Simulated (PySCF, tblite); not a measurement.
# C4H8BNO: geometry, infrared bands and NMR shifts

Aim: predict the infrared bands and NMR shifts of C4H8BNO (`C=C1COB(N)C1`).

Programs: tblite 0.8.0 and PySCF 2.14.0, with density-fitted response routines of our own. Each step states its level of theory. These are calculated values for one molecule in the gas phase, unless marked as measured. Atoms are numbered from 0 throughout.

## (1) The starting structure

15 atoms, charge 0, multiplicity 1; geometry from: force field or distance geometry start.

Bonds of the start (Å): C0–C1 1.32, C1–C2 1.50, C2–O3 1.39, O3–B4 1.48, B4–N5 1.52, B4–C6 1.57, C6–C1 1.48, C0–H7 1.08, C0–H8 1.09, C2–H9 1.12, C2–H10 1.11, N5–H11 1.05, N5–H12 1.04, C6–H13 1.11, C6–H14 1.11.

## (2) Relaxing the molecule with GFN2-xTB

What the job is given:

```
{"job": {"kind": "relax", "xc": "GFN2-xTB", "basis": "xTB"}, "charge": 0, "multiplicity": 1}
C     -2.187300     0.417500    -0.309600
C     -0.953000    -0.015300    -0.127100
C     -0.168900    -0.805200    -1.132200
O      1.012300    -1.247300    -0.541500
B      1.189800    -0.399900     0.658200
N      2.436100     0.464600     0.743700
C     -0.172900     0.230200     1.109900
H     -2.709800     0.219700    -1.234800
H     -2.699900     0.985700     0.464600
H     -0.776600    -1.680300    -1.463900
H      0.055800    -0.164200    -2.015700
H      3.254800    -0.158600     0.554300
H      2.390100     1.161100    -0.022900
H     -0.072300     1.314200     1.314200
H     -0.602500    -0.314400     1.980900
```

Started as:

```sh
$ OMP_NUM_THREADS=1 python probes_run.py task.json out
```

This one command runs all jobs of the session in turn.

The log of the run:

```text
step      E/eV     max force
  0    -567.16760    3.009
  1    -567.44054    1.796
  2    -567.57415    0.890
  3    -567.61892    0.745
  4    -567.67445    0.594
  5    -567.71040    0.549
  6    -567.75133    0.670
  7    -567.80127    0.659
  8    -567.85520    0.700
  9    -567.90992    0.655
 10    -567.97067    0.791
 11    -568.04688    0.949
 12    -568.13985    0.841
 13    -568.23489    0.743
 14    -568.30440    1.609
 15    -568.25684    2.791
 16    -568.41362    0.894
 17    -568.45104    0.507
 18    -568.50213    0.539
 19    -568.55196    1.202
 20    -568.57464    0.322
 21    -568.58974    0.300
 22    -568.61213    0.432
 23    -568.63205    0.555
 24    -568.65856    0.362
 25    -568.67532    0.380
 26    -568.68647    0.569
 27    -568.70109    0.313
 28    -568.71349    0.296
 29    -568.72149    0.261
 30    -568.73044    0.286
 31    -568.73761    0.207
 32    -568.74174    0.135
 33    -568.74291    0.075
 34    -568.74367    0.090
 35    -568.74466    0.100
 36    -568.74554    0.078
 37    -568.74597    0.059
 38    -568.74634    0.060
 39    -568.74691    0.087
 40    -568.74758    0.082
 41    -568.74811    0.042
 42    -568.74838    0.030
 43    -568.74853    0.031
 44    -568.74864    0.029
 45    -568.74874    0.020
 46    -568.74883    0.024
 47    -568.74895    0.034
 48    -568.74908    0.042
 49    -568.74922    0.033
 50    -568.74936    0.023
 51    -568.74951    0.028
 52    -568.74969    0.039
 53    -568.74990    0.045
 54    -568.75011    0.034
 55    -568.75029    0.036
 56    -568.75044    0.035
 57    -568.75058    0.031
 58    -568.75071    0.026
 59    -568.75085    0.026
 60    -568.75100    0.024
 61    -568.75116    0.031
 62    -568.75133    0.038
 63    -568.75151    0.043
 64    -568.75171    0.043
 65    -568.75192    0.042
 66    -568.75215    0.041
 67    -568.75246    0.045
 68    -568.75295    0.053
 69    -568.75370    0.076
 70    -568.75456    0.080
 71    -568.75526    0.075
 72    -568.75577    0.060
 73    -568.75620    0.046
 74    -568.75662    0.063
 75    -568.75709    0.059
 76    -568.75759    0.053
 77    -568.75799    0.048
 78    -568.75835    0.044
 79    -568.75862    0.027
 80    -568.75871    0.038
 81    -568.75877    0.023
 82    -568.75879    0.009
```

It took 1.1 s on 1 thread of Intel Xeon at 2.50GHz, shared host; peak memory 0.18 GiB.

Relaxation path: (not every step is listed)

| step | energy from step 0 (eV) | largest force (eV/Å) |
| --- | --- | --- |
| 0 | 0.0000 | 3.0093 |
| 1 | -0.2729 | 1.7962 |
| 2 | -0.4066 | 0.8902 |
| 3 | -0.4513 | 0.7452 |
| 4 | -0.5068 | 0.5942 |
| 5 | -0.5428 | 0.5492 |
| 6 | -0.5837 | 0.6697 |
| 7 | -0.6337 | 0.6590 |
| 8 | -0.6876 | 0.6998 |
| 14 | -1.1368 | 1.6093 |
| 20 | -1.4070 | 0.3217 |
| 26 | -1.5189 | 0.5685 |
| 32 | -1.5741 | 0.1346 |
| 38 | -1.5787 | 0.0599 |
| 44 | -1.5810 | 0.0287 |
| 50 | -1.5818 | 0.0234 |
| 56 | -1.5828 | 0.0351 |
| 62 | -1.5837 | 0.0385 |
| 68 | -1.5854 | 0.0529 |
| 74 | -1.5890 | 0.0630 |
| 77 | -1.5904 | 0.0483 |
| 78 | -1.5907 | 0.0440 |
| 79 | -1.5910 | 0.0265 |
| 80 | -1.5911 | 0.0381 |
| 81 | -1.5912 | 0.0231 |
| 82 | -1.5912 | 0.0095 |

Close pairs (by a distance rule), those that changed most:

```
  bond  before (Å)  after (Å)  change (Å)
 B4–N5       1.519      1.393      -0.126
 O3–B4       1.479      1.367      -0.112
N5–H11       1.046      1.004      -0.042
N5–H12       1.037      1.003      -0.034
 B4–C6       1.568      1.602      +0.034
 C1–C6       1.483      1.505      +0.023
C6–H14       1.113      1.092      -0.022
 C2–H9       1.116      1.098      -0.018
```

The next job starts from the end point, and lists it.

## (3) Harmonic vibrations with GFN2-xTB

What the job is given:

```
{"job": {"kind": "ir", "xc": "GFN2-xTB", "basis": "xTB"}, "charge": 0, "multiplicity": 1}
C     -2.361035     0.223230    -0.224415
C     -1.054247     0.031231    -0.198408
C     -0.292803    -0.777595    -1.225035
O      1.076164    -0.757206    -0.885911
B      1.298564    -0.029027     0.249766
N      2.581079     0.124821     0.770906
C     -0.078669     0.557109     0.820441
H     -2.981012    -0.198371    -0.997943
H     -2.861219     0.809370     0.527249
H     -0.637030    -1.819861    -1.245638
H     -0.415074    -0.359051    -2.232487
H      3.387284    -0.286914     0.336382
H      2.789502     0.649345     1.599476
H     -0.121071     1.646347     0.866088
H     -0.334847     0.194562     1.817616
```

The log of the run:

```text
mode    cm-1     km/mol
  1      44.2      0.76
  2     170.2      2.87
  3     253.5      1.54
  4     364.2      7.58
  5     375.4      1.99
  6     412.8     16.62
  7     433.6    142.09
  8     511.5      0.85
  9     519.7     77.89
 10     633.4      2.94
 11     670.9      6.11
 12     788.9      4.35
 13     815.6      1.94
 14     819.2     67.34
 15     870.4     10.54
 16     885.2     16.50
 17     951.4      0.57
 18     967.4      0.02
 19    1073.7     99.24
 20    1094.5      3.31
 21    1176.3    152.60
 22    1177.2      3.19
 23    1181.7     38.27
 24    1245.5     49.43
 25    1296.2     54.88
 26    1392.2    307.40
 27    1414.5      1.87
 28    1447.1      7.01
 29    1459.6      2.78
 30    1523.8    210.58
 31    1736.1     16.96
 32    2873.9     47.71
 33    2905.3     44.50
 34    2963.9     40.44
 35    2987.6     30.69
 36    3100.1     29.82
 37    3125.4     43.81
 38    3520.5      3.69
 39    3569.4      0.99
```

Wall time 1 s (1 thread of Intel Xeon at 2.50GHz, shared host); peak memory 0.18 GiB.

The strongest bands and the atoms that carry them (share of the mass-weighted mode):

```csv
cm⁻¹,km/mol,atoms
434,142.1,"H12 72 %, H11 11 %"
520,77.9,"H11 72 %, H12 11 %"
819,67.3,"C6 27 %, B4 20 %, H13 19 %, H14 18 %"
1074,99.2,"C2 38 %, O3 35 %, B4 10 %"
1176,152.6,"B4 37 %, O3 19 %, C6 12 %"
1296,54.9,"H10 34 %, H9 33 %, C2 13 %"
1392,307.4,"B4 61 %, H12 12 %, H11 11 %"
1524,210.6,"H12 35 %, H11 34 %, N5 21 %"
```

## (4) Shielding tensors: PBE0/pcSseg-1

Settings changed since step 3:

```diff
@@ -1,2 +1,2 @@
-{"job": {"kind": "ir", "xc": "GFN2-xTB", "basis": "xTB"}, "charge": 0, "multiplicity": 1}
+{"job": {"kind": "nmr", "xc": "PBE0", "basis": "pcSseg-1"}, "charge": 0, "multiplicity": 1}
 C     -2.361035     0.223230    -0.224415
```

With the program's defaults for keys left out, this is: GIAO PBE0/pcSseg-1 NMR shielding, non-relativistic, gas phase.

The log of the run:

```text
coarse grid: 12544 points
cycle   1  E = -311.5921236964  dE =  1.052e+00  |g| = 6.927e-01  |ddm| = 3.459e+00
cycle   2  E = -311.5262872433  dE =  6.584e-02  |g| = 9.349e-01  |ddm| = 1.316e+00
cycle   3  E = -311.6892439333  dE = -1.630e-01  |g| = 1.249e-01  |ddm| = 8.457e-01
cycle   4  E = -311.6921591321  dE = -2.915e-03  |g| = 3.413e-02  |ddm| = 1.126e-01
cycle   5  E = -311.6923839968  dE = -2.249e-04  |g| = 1.074e-02  |ddm| = 3.002e-02
cycle   6  E = -311.6924073044  dE = -2.331e-05  |g| = 3.045e-03  |ddm| = 8.257e-03
cycle   7  E = -311.6924093361  dE = -2.032e-06  |g| = 6.683e-04  |ddm| = 2.574e-03
final grid: 121216 points
cycle   8  E = -311.7400116068  dE = -3.262e-05  |g| = 1.087e-02  |ddm| = 2.788e-02
cycle   9  E = -311.7399879635  dE =  2.364e-05  |g| = 1.585e-02  |ddm| = 1.805e-02
cycle  10  E = -311.7400353278  dE = -4.736e-05  |g| = 1.652e-03  |ddm| = 1.116e-02
cycle  11  E = -311.7400359085  dE = -5.808e-07  |g| = 8.860e-05  |ddm| = 1.381e-03
cycle  12  E = -311.7400359093  dE = -7.878e-10  |g| = 7.330e-05  |ddm| = 1.314e-04
cycle  13  E = -311.7400359105  dE = -1.141e-09  |g| = 2.282e-05  |ddm| = 7.342e-05
cycle  14  E = -311.7400359106  dE = -1.140e-10  |g| = 7.753e-06  |ddm| = 2.397e-05
converged SCF energy = -311.7400359106

GIAO shielding tensors (ppm)
atom      isotropic    diamagn.    paramagn.     s11        s22        s33       span
  0 C       75.320     251.303    -175.983    -36.199     97.749    164.411    200.609
  1 C       26.409     263.075    -236.666    -84.886     35.597    128.517    213.403
  2 C      107.560     244.379    -136.820     66.737    101.504    154.438     87.702
  3 O      197.492     394.456    -196.964     50.805    254.816    286.856    236.051
  4 B       66.142     194.575    -128.433     44.752     70.576     83.099     38.347
  5 N      200.923     315.314    -114.390    139.128    215.265    248.377    109.249
  6 C      166.050     253.521     -87.470    152.905    157.535    187.711     34.806
  7 H       26.447      30.341      -3.894     23.481     25.152     30.707      7.226
  8 H       26.319      30.967      -4.648     23.374     24.688     30.894      7.519
  9 H       26.664      29.227      -2.563     22.429     26.606     30.956      8.526
 10 H       26.671      29.232      -2.561     22.433     26.628     30.953      8.520
 11 H       28.781      29.297      -0.516     22.944     25.309     38.091     15.147
 12 H       29.126      30.148      -1.023     23.304     26.746     37.326     14.022
 13 H       29.751      31.845      -2.094     25.327     28.935     34.991      9.664
 14 H       29.742      31.807      -2.065     25.306     28.897     35.022      9.716
```

Wall time 66 s (1 thread of Intel Xeon at 2.50GHz, shared host); peak memory 0.73 GiB.

Shifts follow as δ = σ(reference) − σ, with reference shieldings (ppm) from runs at the same level and on the same kind of geometry: 1H TMS 31.72, 13C TMS 186.9, 15N NH3 267.7, 17O H2O 336.1, 11B BF3·OEt2 100.1. The references are single molecules in the gas phase, so shifts against H2O, NH3, PH3, H3PO4 or CFCl3 are not on the usual liquid scales and can be off by tens of ppm. Atoms listed in one row are averaged.

```
   atoms                                    environment  σ (ppm)  δ (ppm)  δ scaled to CDCl3
      C1                fully substituted alkene carbon     26.4    160.5              154.7
      C0                           terminal =CH2 carbon     75.3    111.6              107.0
      C2                    allylic sp3 CH2 bonded to O    107.6     79.4               75.5
      C6                    allylic sp3 CH2 bonded to B    166.1     20.9               18.5
      H8             hydrogen on a terminal =CH2 carbon    26.32     5.40               5.19
      H7             hydrogen on a terminal =CH2 carbon    26.45     5.27               5.07
 H9, H10     hydrogen on an allylic sp3 CH2 bonded to O    26.67     5.05               4.87
H11, H12             hydrogen on a nitrogen bonded to B    28.95     2.76                  –
H13, H14     hydrogen on an allylic sp3 CH2 bonded to B    29.75     1.97               1.96
      O3    oxygen bonded to C, B, in a 5-membered ring    197.5    138.6                  –
      B4  boron bonded to C, N, O, in a 5-membered ring     66.1     33.9                  –
      N5                      nitrogen bonded to B, 2 H    200.9     66.8                  –
```

The scaled column applies a straight-line fit of computed shieldings to shifts measured in CDCl3 (root-mean-square error 0.16 ppm for H, 1.9 ppm for C).

The run also stored atomic charges by several schemes (e):

```csv
atoms,Mulliken,IAO,Hirshfeld,ESP fit
C0,-0.07,-0.35,-0.13,-0.67
C1,-0.47,0.02,0.01,0.24
C2,0.19,-0.06,0.01,0.08
O3,-0.50,-0.42,-0.19,-0.49
B4,0.56,0.39,0.20,0.79
N5,-0.46,-0.58,-0.26,-1.17
C6,-0.38,-0.45,-0.15,-0.46
```

Mayer bond orders: C0–C1 2.01, C1–C2 1.01, C2–O3 0.90, O3–B4 1.15, B4–N5 1.30, B4–C6 0.93, C6–C1 1.04.

Ring of atoms C1, C2, O3, B4, C6: NICS(0) -1.1, NICS(1) -2.0, NICS(1)zz -2.9 ppm (means of both faces).

Orbitals, density, ELF and potential are computed afterwards from the orbital file.

Frontier orbitals at PBE0/pcSseg-1, with the share of their density that lies nearest to each atom:

| orbital | energy (eV) | lies on |
| --- | --- | --- |
| HOMO | -6.91 | C0 34 %; C1 26 %; O3 7 % |
| LUMO | 0.26 | C1 32 %; C0 22 %; H7, H8 about 8 % each |

ELF in a plane through or near 11 of the atoms.

Values, 10 rows by 14 columns:
```
0.00 0.00 0.00 0.00 0.00 0.00 0.00 0.00 0.00 0.00 0.00 0.00 0.00 0.00
0.00 0.00 0.00 0.00 0.00 0.00 0.00 0.00 0.01 0.00 0.00 0.00 0.00 0.00
0.00 0.00 0.00 0.00 0.00 0.47 0.56 0.10 0.26 0.04 0.00 0.00 0.00 0.00
0.00 0.00 0.20 0.81 0.01 0.67 0.57 0.34 0.61 0.06 0.01 0.02 0.00 0.00
0.00 0.00 0.85 0.99 0.59 0.24 0.75 0.58 0.91 0.11 0.98 0.99 0.06 0.00
0.00 0.00 0.06 0.68 0.41 0.17 0.89 0.79 0.57 0.48 0.95 0.95 0.06 0.00
0.00 0.00 0.52 0.99 0.60 0.13 0.52 0.49 0.17 0.80 0.97 0.13 0.00 0.00
0.00 0.00 0.00 0.50 0.02 0.02 0.27 0.33 0.02 0.91 0.99 0.35 0.00 0.00
0.00 0.00 0.00 0.00 0.00 0.00 0.02 0.03 0.00 0.03 0.12 0.00 0.00 0.00
0.00 0.00 0.00 0.00 0.00 0.00 0.00 0.00 0.00 0.00 0.00 0.00 0.00 0.00
```
The map spans 11.9 Å across and 8.9 Å up, centred on the molecule. Atoms in the plane (x, y in Å): C0 (2.3, -0.5), C1 (1.1, -0.1), C2 (0.6, 1.3), O3 (-0.8, 1.4), B4 (-1.3, 0.1), N5 (-2.7, -0.1), C6 (-0.2, -1.0), H7 (3.1, 0.2), H8 (2.6, -1.6), H11 (-3.3, 0.7), H12 (-3.1, -1.0).

log10 of the density (e/Å³) in the same plane.

Values, 10 rows by 14 columns:
```
-4.0 -4.0 -4.0 -4.0 -4.0 -4.0 -4.0 -4.0 -4.0 -4.0 -4.0 -4.0 -4.0 -4.0
-4.0 -4.0 -4.0 -4.0 -4.0 -3.5 -3.1 -2.8 -2.7 -3.2 -4.0 -4.0 -4.0 -4.0
-4.0 -4.0 -3.9 -3.4 -2.7 -1.4 -1.0 -1.1 -1.0 -1.9 -3.1 -4.0 -4.0 -4.0
-4.0 -3.8 -2.3 -1.5 -1.7 -0.3  0.9  0.1  0.0 -1.4 -2.3 -2.7 -3.6 -4.0
-4.0 -3.2 -1.2  0.3 -0.1 -0.2  0.2 -0.1  0.1 -0.8 -0.4 -1.1 -2.6 -4.0
-4.0 -3.2 -1.5  0.1  0.9  0.0  0.1  0.1  1.3  0.4  0.2 -0.8 -2.4 -4.0
-4.0 -3.6 -1.7 -0.3 -0.7 -1.1  0.0  0.1 -0.7 -0.1  0.0 -1.5 -3.0 -4.0
-4.0 -4.0 -3.0 -2.0 -2.2 -2.0 -0.9 -0.8 -1.7 -1.0 -0.8 -2.0 -3.5 -4.0
-4.0 -4.0 -4.0 -4.0 -3.8 -2.9 -2.2 -2.2 -2.7 -2.5 -2.4 -3.2 -4.0 -4.0
-4.0 -4.0 -4.0 -4.0 -4.0 -4.0 -3.9 -3.9 -4.0 -4.0 -4.0 -4.0 -4.0 -4.0
```
The map spans 11.9 Å across and 8.9 Å up, centred on the molecule. Atoms in the plane (x, y in Å): C0 (2.3, -0.5), C1 (1.1, -0.1), C2 (0.6, 1.3), O3 (-0.8, 1.4), B4 (-1.3, 0.1), N5 (-2.7, -0.1), C6 (-0.2, -1.0), H7 (3.1, 0.2), H8 (2.6, -1.6), H11 (-3.3, 0.7), H12 (-3.1, -1.0).

On the surface of density 0.002 e/bohr³ the electrostatic potential runs, from the 1st to the 99th percentile, from -1.41 V near O3 to 1.61 V near H12.

## (5) Summary of results

| quantity | value |
| --- | --- |
| strongest single infrared mode (GFN2-xTB) | 1392 cm⁻¹, 307 km/mol |
| zero-point energy (GFN2-xTB) | 75.4 kcal/mol |
| 13C shifts against TMS (PBE0/pcSseg-1) | 160.5, 111.6, 79.4, 20.9 ppm |
| 1H shifts against TMS (PBE0/pcSseg-1, means over atoms taken as alike) | 5.40, 5.27, 5.05, 2.76, 1.97 ppm |
| 17O shifts against H2O (PBE0/pcSseg-1) | 138.6 ppm |
| 11B shifts against BF3·OEt2 (PBE0/pcSseg-1) | 33.9 ppm |
| 15N shifts against NH3 (PBE0/pcSseg-1) | 66.8 ppm |
| surface potential, 1st and 99th percentile | -1.41 V and 1.61 V |

**Reading.** Over 82 steps the energy fell by 1.591 eV; of the close pairs, B4–N5 changed most, 1.519 to 1.393 Å. All 39 modes are real, so the xTB geometry is a minimum. The strongest single mode, at 1392 cm⁻¹, moves mainly B4. Unscaled tight-binding wavenumbers are off by several per cent, some by more. Its intensities can rank the bands wrongly. At PBE0/pcSseg-1: The widest tensor belongs to O3: span 236 ppm, with a paramagnetic part of -197 ppm.
